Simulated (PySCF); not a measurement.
**C₈H₁₁S+: a look at the electrons, part 1 of 2**

Aim: take C₈H₁₁S+ and compute its lowest excited states and localise its valence orbitals.

Program: PySCF 2.14.0. Level of theory: levels as typed in each script, gas phase, geometry from GFN2-xTB. These are calculated values, not measurements.

1 further run of the same task is left out (it didn't finish).

## 1. Starting geometry

SMILES `c1ccc([S+](C)C)cc1`, 20 atoms, charge 1, spin multiplicity 1.

Bond lengths: C1–C2 1.386 Å, C1–C9 1.387 Å, C1–H10 1.078 Å, C2–C3 1.385 Å, C2–H11 1.078 Å, C3–C4 1.387 Å, C3–H12 1.079 Å, C4–S5 1.805 Å, C4–C8 1.386 Å, S5–C6 1.812 Å, S5–C7 1.813 Å, C6–H13 1.085 Å, C6–H14 1.086 Å, C6–H15 1.086 Å, C7–H16 1.086 Å, C7–H17 1.085 Å, C7–H18 1.086 Å, C8–C9 1.384 Å and more. Angles: C2–C1–C9 120.3°, C2–C1–H10 120.0°, C9–C1–H10 119.8°, C1–C2–C3 120.0°, C1–C2–H11 120.4°, C3–C2–H11 119.6°, C2–C3–C4 119.2°, C2–C3–H12 120.7°, C4–C3–H12 120.2°, C3–C4–S5 116.1°, C3–C4–C8 121.4°, S5–C4–C8 122.4°, C4–S5–C6 102.0°, C4–S5–C7 102.0°, C6–S5–C7 100.2°, S5–C6–H13 111.2°, S5–C6–H14 107.8°, S5–C6–H15 108.0° and more.

Geometry (Å):

```xyz
20

C    -2.8959    0.2712   -0.0004
C    -2.4242   -1.0319    0.0008
C    -1.0607   -1.2742    0.0008
C    -0.1832   -0.1995    0.0000
S     1.5747   -0.6087    0.0005
C     2.1904    0.3764   -1.3904
C     2.1901    0.3796    1.3899
C    -0.6421    1.1082   -0.0005
C    -2.0077    1.3360   -0.0012
H    -3.9577    0.4597   -0.0002
H    -3.1133   -1.8612    0.0023
H    -0.6809   -2.2838    0.0009
H     1.8937    1.4158   -1.2958
H     1.7821   -0.0466   -2.3041
H     3.2733    0.2907   -1.4082
H     1.7815   -0.0412    2.3044
H     1.8934    1.4188    1.2928
H     3.2730    0.2939    1.4081
H     0.0342    1.9492   -0.0003
H    -2.3750    2.3501   -0.0022
```

## 2. Excited states (B3LYP/6-31g*)

The input, input.py:

```python
import numpy as np
from pyscf import gto, scf, dft, tdscf
from pyscf.scf import atom_ks, atom_hf
from scipy.linalg import block_diag

def solve(mol, dm0=None, hcore=None):
    mf = (dft.UKS if mol.spin else dft.RKS)(mol, xc='b3lyp')
    mf.grids.level = 3
    mf = mf.density_fit(auxbasis='def2-universal-jkfit')
    mf.conv_tol, mf.max_cycle = 1e-8, 80
    if hcore is not None:
        mf.get_hcore = lambda *args: hcore
    mf.kernel(dm0)
    if not mf.converged:
        mf = mf.newton().run(mf.mo_coeff, mf.mo_occ, max_cycle=30)
    assert mf.converged, 'SCF not converged'
    return mf

mol = gto.M(atom='''
C     -2.89587     0.27118    -0.00036
C     -2.42420    -1.03191     0.00078
C     -1.06067    -1.27422     0.00084
C     -0.18324    -0.19951    -0.00004
S      1.57468    -0.60874     0.00052
C      2.19043     0.37640    -1.39040
C      2.19011     0.37961     1.38986
C     -0.64208     1.10818    -0.00051
C     -2.00769     1.33604    -0.00120
H     -3.95772     0.45975    -0.00017
H     -3.11328    -1.86121     0.00230
H     -0.68089    -2.28380     0.00093
H      1.89374     1.41577    -1.29576
H      1.78208    -0.04656    -2.30405
H      3.27332     0.29065    -1.40820
H      1.78155    -0.04124     2.30439
H      1.89344     1.41876     1.29276
H      3.27300     0.29390     1.40811
H      0.03420     1.94924    -0.00025
H     -2.37505     2.35007    -0.00218
''', basis='6-31g*', charge=1, spin=0, verbose=4)
mf = solve(mol)
td = mf.TDDFT()
td.nstates, td.singlet, td.conv_tol = 5, True, 1e-5
td.kernel()
td.analyze()
x, y = np.array([p[0] for p in td.xy]), np.array([p[1] + 0 * p[0] for p in td.xy])
f, mu = td.oscillator_strength(), td.transition_dipole()
nto = [td.get_nto(state=i + 1, verbose=4) for i in range(len(td.e))]
# spherically averaged free atoms, for the promolecule
atm = atom_ks.get_atm_nrks(mol, xc='b3lyp')
pro = block_diag(*[(atm[a[0]][2] * atm[a[0]][3]) @ atm[a[0]][2].T for a in mol._atom])
np.savez('result.npz', e=td.e, f=f, ok=td.converged, w=[n[0] for n in nto], nto=[n[1] for n in nto], x=x, y=y, c=mf.mo_coeff, occ=mf.mo_occ, eps=mf.mo_energy, pro=pro, mu=mu)
```

Launch:

```sh
$ OMP_NUM_THREADS=1 python input.py
```

Log:

```text
[ENV] PYSCF_TMPDIR <dir>
[ENV] PYSCF_MAX_MEMORY 1650
[INPUT] verbose = 4
[INPUT] num. atoms = 20
[INPUT] num. electrons = 74
[INPUT] charge = 1
[INPUT] spin (= nelec alpha-beta = 2S) = 0
[INPUT] symmetry False subgroup None
[INPUT] Mole.unit = angstrom
[INPUT] Symbol           X                Y                Z      unit          X                Y                Z       unit  Magmom
[INPUT]  1 C     -2.895870000000   0.271180000000  -0.000360000000 AA   -5.472401192344   0.512455930460  -0.000680301405 Bohr   0.0
[INPUT]  2 C     -2.424200000000  -1.031910000000   0.000780000000 AA   -4.581074071171  -1.950027285200   0.001473986377 Bohr   0.0
[INPUT]  3 C     -1.060670000000  -1.274220000000   0.000840000000 AA   -2.004375808542  -2.407926822443   0.001587369945 Bohr   0.0
[INPUT]  4 C     -0.183240000000  -0.199510000000  -0.000040000000 AA   -0.346273415065  -0.377019259112  -0.000075589045 Bohr   0.0
[INPUT]  5 S      1.574680000000  -0.608740000000   0.000520000000 AA    2.975713933830  -1.150351881068   0.000982657585 Bohr   0.0
[INPUT]  6 C      2.190430000000   0.376400000000  -1.390400000000 AA    4.139312795031   0.711292913286  -2.627475203595 Bohr   0.0
[INPUT]  7 C      2.190110000000   0.379610000000   1.389860000000 AA    4.138708082671   0.717358934146   2.626454751488 Bohr   0.0
[INPUT]  8 C     -0.642080000000   1.108180000000  -0.000510000000 AA   -1.213355350061   2.094156696721  -0.000963760324 Bohr   0.0
[INPUT]  9 C     -2.007690000000   1.336040000000  -0.001200000000 AA   -3.793984243028   2.524749691464  -0.002267671349 Bohr   0.0
[INPUT] 10 H     -3.957720000000   0.459750000000  -0.000170000000 AA   -7.479006877714   0.868801585769  -0.000321253441 Bohr   0.0
[INPUT] 11 H     -3.113280000000  -1.861210000000   0.002300000000 AA   -5.883246549086  -3.517177160302   0.004346370086 Bohr   0.0
[INPUT] 12 H     -0.680890000000  -2.283800000000   0.000930000000 AA   -1.286695620955  -4.315756523282   0.001757445296 Bohr   0.0
[INPUT] 13 H      1.893740000000   1.415770000000  -1.295760000000 AA    3.578649951134   2.675417555375  -2.448631523166 Bohr   0.0
[INPUT] 14 H      1.782080000000  -0.046560000000  -2.304050000000 AA    3.367643132065  -0.087985648360  -4.354023477304 Bohr   0.0
[INPUT] 15 H      3.273320000000   0.290650000000  -1.408200000000 AA    6.185678318061   0.549248898105  -2.661112328613 Bohr   0.0
[INPUT] 16 H      1.781550000000  -0.041240000000   2.304390000000 AA    3.366641577219  -0.077932305377   4.354665984186 Bohr   0.0
[INPUT] 17 H      1.893440000000   1.418760000000   1.292760000000 AA    3.578083033296   2.681067836488   2.442962344793 Bohr   0.0
[INPUT] 18 H      3.273000000000   0.293900000000   1.408110000000 AA    6.185073605701   0.555390508010   2.660942253261 Bohr   0.0
[INPUT] 19 H      0.034200000000   1.949240000000  -0.000250000000 AA    0.064628633460   3.683529751047  -0.000472431531 Bohr   0.0
[INPUT] 20 H     -2.375050000000   2.350070000000  -0.002180000000 AA   -4.488194032148   4.440988673557  -0.004119602952 Bohr   0.0

nuclear repulsion = 513.810153126717
number of shells = 78
number of NR pGTOs = 311
number of NR cGTOs = 152
basis = 6-31g*
ecp = {}

******** <class 'pyscf.df.df_jk.DFRKS'> ********
method = DFRKS
initial guess = minao
damping factor = 0
level_shift factor = 0
DIIS = <class 'pyscf.scf.diis.CDIIS'>
diis_start_cycle = 1
diis_space = 8
diis_damp = 0
SCF conv_tol = 1e-08
SCF conv_tol_grad = None
SCF max_cycles = 80
direct_scf = False
XC library pyscf.dft.libxc version 7.0.0
    S. Lehtola, C. Steigemann, M. J.T. Oliveira, and M. A.L. Marques.,  SoftwareX 7, 1–5 (2018)
XC functionals = b3lyp
    P. J. Stephens, F. J. Devlin, C. F. Chabalowski, and M. J. Frisch.,  J. Phys. Chem. 98, 11623 (1994)
radial grids:
    Treutler-Ahlrichs [JCP 102, 346 (1995); DOI:10.1063/1.469408] (M4) radial grids

becke partition: Becke, JCP 88, 2547 (1988); DOI:10.1063/1.454033
pruning grids: <function nwchem_prune at 0xf668d52bb600>
grids dens level: 3
symmetrized grids: False
atomic radii adjust function: <function treutler_atomic_radii_adjust at 0xf668d52f0540>
small_rho_cutoff = 0
Set gradient conv threshold to 0.0001
Initial guess from minao.
tot grids = 239712
******** <class 'pyscf.df.df.DF'> ********
auxbasis = def2-universal-jkfit
init E= -710.903294400769
  HOMO = -0.302455418734933  LUMO = -0.100552002851841  gap/eV = 5.49407
cycle= 1 E= -709.329593490524  delta_E= 1.57  |g|= 0.493  |ddm|= 4.38
  HOMO = -0.355466986890701  LUMO = -0.209776988065148  gap/eV = 3.96443
cycle= 2 E= -709.264341216125  delta_E= 0.0653  |g|= 0.683  |ddm|= 1.43
  HOMO = -0.40628494286562  LUMO = -0.188279522453737  gap/eV = 5.93223
cycle= 3 E= -709.396158412093  delta_E= -0.132  |g|= 0.115  |ddm|= 0.915
  HOMO = -0.412888107927798  LUMO = -0.195059278924373  gap/eV = 5.92742
cycle= 4 E= -709.399206890686  delta_E= -0.00305  |g|= 0.0535  |ddm|= 0.173
  HOMO = -0.409772864748314  LUMO = -0.193410700133034  gap/eV = 5.88751
cycle= 5 E= -709.399993608917  delta_E= -0.000787  |g|= 0.00874  |ddm|= 0.0673
  HOMO = -0.409803447952927  LUMO = -0.192548908454802  gap/eV = 5.91180
cycle= 6 E= -709.400015101111  delta_E= -2.15e-05  |g|= 0.00191  |ddm|= 0.0139
  HOMO = -0.409740779736695  LUMO = -0.192662108448149  gap/eV = 5.90701
cycle= 7 E= -709.400016045176  delta_E= -9.44e-07  |g|= 0.000493  |ddm|= 0.00229
  HOMO = -0.409772360797187  LUMO = -0.19267841479749  gap/eV = 5.90743
cycle= 8 E= -709.400016101439  delta_E= -5.63e-08  |g|= 0.000177  |ddm|= 0.000641
  HOMO = -0.40976863548836  LUMO = -0.192673816805321  gap/eV = 5.90745
cycle= 9 E= -709.400016108555  delta_E= -7.12e-09  |g|= 8.74e-05  |ddm|= 0.000287
  HOMO = -0.409766336555653  LUMO = -0.192674221207266  gap/eV = 5.90738
Extra cycle  E= -709.400016102617  delta_E= 5.94e-09  |g|= 0.000166  |ddm|= 0.000294
converged SCF energy = -709.400016102617

******** <class 'pyscf.tdscf.rks.TDDFT'> for <class 'pyscf.df.df_jk.DFRKS'> ********
nstates = 5 singlet
deg_eia_thresh = 1.000e-03
wfnsym = None
conv_tol = 1e-05
eigh lindep = 1e-12
eigh level_shift = 0
eigh max_cycle = 100

Excitation energies (eV)
[5.19427434 5.59159974 5.88625313 6.02790006 6.35586924]

** Singlet excitation energies and oscillator strengths **
Excited State   1:      5.19427 eV    238.69 nm  f=0.0251
      36 -> 38        0.12765
      36 -> 40        0.27407
      37 -> 38        0.63062
Excited State   2:      5.59160 eV    221.73 nm  f=0.1154
      36 -> 38       -0.63751
      37 -> 38        0.17009
      37 -> 40        0.22268
Excited State   3:      5.88625 eV    210.63 nm  f=0.0000
      37 -> 39        0.70364
Excited State   4:      6.02790 eV    205.68 nm  f=0.0004
      36 -> 39        0.70101
Excited State   5:      6.35587 eV    195.07 nm  f=0.1299
      36 -> 38        0.18114
      36 -> 40       -0.35632
      36 -> 41        0.19978
      37 -> 38        0.16059
      37 -> 40        0.26296
      37 -> 41        0.45123

** Transition electric dipole moments (AU) **
state          X           Y           Z        Dip. S.      Osc.
  1        -0.3167     -0.3110      0.0002      0.1970      0.0251
  2         0.8927     -0.2124      0.0002      0.8421      0.1154
  3        -0.0035      0.0009      0.0010      0.0000      0.0000
  4         0.0026      0.0005     -0.0534      0.0029      0.0004
  5        -0.9070     -0.1071     -0.0000      0.8341      0.1299

** Transition velocity dipole moments (imaginary part, AU) **
state          X           Y           Z        Dip. S.      Osc.
  1        -0.0576     -0.0636      0.0000      0.0074      0.0257
  2         0.1691     -0.0406      0.0000      0.0303      0.0981
  3        -0.0007      0.0002      0.0039      0.0000      0.0000
  4         0.0005      0.0001     -0.0060      0.0000      0.0001
  5        -0.1989     -0.0314      0.0000      0.0406      0.1158

** Transition magnetic dipole moments (imaginary part, AU) **
state          X           Y           Z
  1         0.0001     -0.0000     -0.2823
  2         0.0001     -0.0003     -0.6403
  3         0.1180     -0.0872      0.0018
  4        -0.0098     -0.1172      0.0000
  5        -0.0003      0.0002      0.0991
State 1: 5.19427 eV  NTO largest component 0.8274079173411355
    occ-NTO: 0.984257 (MO #37)
    vir-NTO: 0.998290 (MO #38)
State 2: 5.5916 eV  NTO largest component 0.9062276409587232
    occ-NTO: 0.948799 (MO #36) + -0.314851 (MO #37)
    vir-NTO: 0.975845 (MO #38)
State 3: 5.88625 eV  NTO largest component 0.9996981004471361
    occ-NTO: 0.999025 (MO #37)
    vir-NTO: 0.996185 (MO #39)
State 4: 6.0279 eV  NTO largest component 0.9974472059225189
    occ-NTO: 0.995604 (MO #36)
    vir-NTO: 0.996787 (MO #39)
State 5: 6.35587 eV  NTO largest component 0.6084028394965405
    occ-NTO: 0.971158 (MO #37)
    vir-NTO: 0.360329 (MO #38) + 0.309607 (MO #40) + 0.879170 (MO #41)
Spherically averaged atomic KS for {'H', 'C', 'S'}

******** <class 'pyscf.scf.atom_ks.AtomSphAverageRKS'> ********
method = AtomSphAverageRKS
initial guess = vsap
damping factor = 0
level_shift factor = 0
diis_start_cycle = 1
diis_space = 12
SCF conv_tol = 1e-09
SCF conv_tol_grad = None
SCF max_cycles = 50
direct_scf = True
direct_scf_tol = 1e-13
XC library pyscf.dft.libxc version 7.0.0
    S. Lehtola, C. Steigemann, M. J.T. Oliveira, and M. A.L. Marques.,  SoftwareX 7, 1–5 (2018)
XC functionals = b3lyp
    P. J. Stephens, F. J. Devlin, C. F. Chabalowski, and M. J. Frisch.,  J. Phys. Chem. 98, 11623 (1994)
radial grids:
    Treutler-Ahlrichs [JCP 102, 346 (1995); DOI:10.1063/1.469408] (M4) radial grids

becke partition: Becke, JCP 88, 2547 (1988); DOI:10.1063/1.454033
pruning grids: <function nwchem_prune at 0xf668d52bb600>
grids dens level: 3
symmetrized grids: False
atomic radii adjust function: <function treutler_atomic_radii_adjust at 0xf668d52f0540>
User specified grid scheme (100, 434)
small_rho_cutoff = 0
Set gradient conv threshold to 3.16228e-05
tot grids = 24752
init E= 476.090899316131
cycle= 1 E= 476.081016936024  delta_E= -0.00988  |g|=    0  |ddm|= 0.388
cycle= 2 E= 476.078436841214  delta_E= -0.00258  |g|=    0  |ddm|= 0.174
cycle= 3 E= 476.077509604932  delta_E= -0.000927  |g|=    0  |ddm|= 0.089
cycle= 4 E= 476.077376971486  delta_E= -0.000133  |g|=    0  |ddm|= 0.0401
cycle= 5 E= 476.077329624771  delta_E= -4.73e-05  |g|=    0  |ddm|= 0.0201
cycle= 6 E= 476.07732284431  delta_E= -6.78e-06  |g|=    0  |ddm|= 0.00906
cycle= 7 E= 476.077320430215  delta_E= -2.41e-06  |g|=    0  |ddm|= 0.00453
cycle= 8 E= 476.077320083619  delta_E= -3.47e-07  |g|=    0  |ddm|= 0.00205
cycle= 9 E= 476.077319960295  delta_E= -1.23e-07  |g|=    0  |ddm|= 0.00102
cycle= 10 E= 476.077319942578  delta_E= -1.77e-08  |g|=    0  |ddm|= 0.000463
cycle= 11 E= 476.077319936275  delta_E= -6.3e-09  |g|=    0  |ddm|= 0.000232
cycle= 12 E= 476.077319935039  delta_E= -1.24e-09  |g|=    0  |ddm|= 5.33e-05
cycle= 13 E= 476.077319934985  delta_E= -5.46e-11  |g|=    0  |ddm|= 1.08e-05
Extra cycle  E= 476.077319934982  delta_E= -2.61e-12  |g|=    0  |ddm|= 5.6e-06
Atomic HF for atom  C  converged. SCF energy = 476.077319934982

******** <class 'pyscf.scf.atom_ks.AtomSphAverageRKS'> ********
method = AtomSphAverageRKS
initial guess = vsap
damping factor = 0
level_shift factor = 0
diis_start_cycle = 1
diis_space = 12
SCF conv_tol = 1e-09
SCF conv_tol_grad = None
SCF max_cycles = 50
direct_scf = True
direct_scf_tol = 1e-13
XC library pyscf.dft.libxc version 7.0.0
    S. Lehtola, C. Steigemann, M. J.T. Oliveira, and M. A.L. Marques.,  SoftwareX 7, 1–5 (2018)
XC functionals = b3lyp
    P. J. Stephens, F. J. Devlin, C. F. Chabalowski, and M. J. Frisch.,  J. Phys. Chem. 98, 11623 (1994)
radial grids:
    Treutler-Ahlrichs [JCP 102, 346 (1995); DOI:10.1063/1.469408] (M4) radial grids

becke partition: Becke, JCP 88, 2547 (1988); DOI:10.1063/1.454033
pruning grids: <function nwchem_prune at 0xf668d52bb600>
grids dens level: 3
symmetrized grids: False
atomic radii adjust function: <function treutler_atomic_radii_adjust at 0xf668d52f0540>
User specified grid scheme (100, 434)
small_rho_cutoff = 0
Set gradient conv threshold to 3.16228e-05
tot grids = 23744
init E= 115.793667163199
cycle= 1 E= 115.792706202366  delta_E= -0.000961  |g|=    0  |ddm|= 0.0998
cycle= 2 E= 115.792632996769  delta_E= -7.32e-05  |g|=    0  |ddm|= 0.0503
cycle= 3 E= 115.792592648928  delta_E= -4.03e-05  |g|=    0  |ddm|= 0.0255
cycle= 4 E= 115.792589847997  delta_E= -2.8e-06  |g|=    0  |ddm|= 0.01
cycle= 5 E= 115.792588245925  delta_E= -1.6e-06  |g|=    0  |ddm|= 0.005
cycle= 6 E= 115.79258814563  delta_E= -1e-07  |g|=    0  |ddm|= 0.00189
cycle= 7 E= 115.792588088311  delta_E= -5.73e-08  |g|=    0  |ddm|= 0.000947
cycle= 8 E= 115.79258808472  delta_E= -3.59e-09  |g|=    0  |ddm|= 0.000358
cycle= 9 E= 115.792588082669  delta_E= -2.05e-09  |g|=    0  |ddm|= 0.000179
cycle= 10 E= 115.79258808254  delta_E= -1.28e-10  |g|=    0  |ddm|= 6.78e-05
Extra cycle  E= 115.79258808249  delta_E= -5e-11  |g|=    0  |ddm|= 4.21e-05
Atomic HF for atom  S  converged. SCF energy = 115.79258808249

******** <class 'pyscf.scf.atom_ks.AtomSphAverageRKS'> ********
method = AtomSphAverageRKS
initial guess = vsap
damping factor = 0
level_shift factor = 0
diis_start_cycle = 1
diis_space = 12
SCF conv_tol = 1e-09
SCF conv_tol_grad = None
SCF max_cycles = 50
direct_scf = True
direct_scf_tol = 1e-13
XC library pyscf.dft.libxc version 7.0.0
    S. Lehtola, C. Steigemann, M. J.T. Oliveira, and M. A.L. Marques.,  SoftwareX 7, 1–5 (2018)
XC functionals = b3lyp
    P. J. Stephens, F. J. Devlin, C. F. Chabalowski, and M. J. Frisch.,  J. Phys. Chem. 98, 11623 (1994)
radial grids:
    Treutler-Ahlrichs [JCP 102, 346 (1995); DOI:10.1063/1.469408] (M4) radial grids

becke partition: Becke, JCP 88, 2547 (1988); DOI:10.1063/1.454033
pruning grids: <function nwchem_prune at 0xf668d52bb600>
grids dens level: 3
symmetrized grids: False
atomic radii adjust function: <function treutler_atomic_radii_adjust at 0xf668d52f0540>
User specified grid scheme (100, 434)
small_rho_cutoff = 0
Set gradient conv threshold to 3.16228e-05
tot grids = 26240
init E= 513.37208414382
cycle= 1 E= 513.366644588202  delta_E= -0.00544  |g|=    0  |ddm|= 0.156
cycle= 2 E= 513.366619483632  delta_E= -2.51e-05  |g|=    0  |ddm|= 0.0104
cycle= 3 E= 513.366619324428  delta_E= -1.59e-07  |g|=    0  |ddm|= 0.00083
cycle= 4 E= 513.366619323437  delta_E= -9.92e-10  |g|=    0  |ddm|= 6.55e-05
Extra cycle  E= 513.366619323431  delta_E= -6.14e-12  |g|=    0  |ddm|= 5.17e-06
Atomic HF for atom  H  converged. SCF energy = 513.366619323431
```

Wall time 23 min (1 thread of Arm Neoverse V2, shared host); peak memory 1 GiB.

The free atoms at the end serve only for the promolecule density; their printed energies are not used.

## 3. Post-processing

Full linear response singlet states:

```
state  energy (eV)      f  leading pair's weight
   S1         5.19  0.025                   0.83
   S2         5.59  0.115                   0.91
   S3         5.89  0.000                   1.00
   S4         6.03  0.000                   1.00
   S5         6.36  0.130                   0.61
```

Natural transition orbitals.

5.89 eV (211 nm), f = 0.000 (dark), charge transfer; the leading pair carries 100 %; hole on C8 (23 %), C3 (22 %) and C2 (21 %), electron on S5 (50 %), C4 (18 %) and C6 and C7 (6 % each); their centroids lie 2.8 Å apart. In canonical orbitals it is mainly HOMO → LUMO+1 (99 %). The HOMO–LUMO gap is 5.91 eV.

Unrelaxed difference density.

0.49 e is displaced in all, of which about 0.4 e passes between atoms: C9 (0.12 e) and C3 (0.11 e) lose electrons and S5 (0.18 e) and C1 (0.06 e) gain them. The state: 5.19 eV (239 nm), f = 0.025; the leading pair carries 83 %; hole on C3 (21 %), C9 (19 %) and C8 (19 %), electron on S5 (20 %), C1 (13 %) and C8 (11 %); their centroids lie 1.1 Å apart.

(Continued in part 2 of 2.)
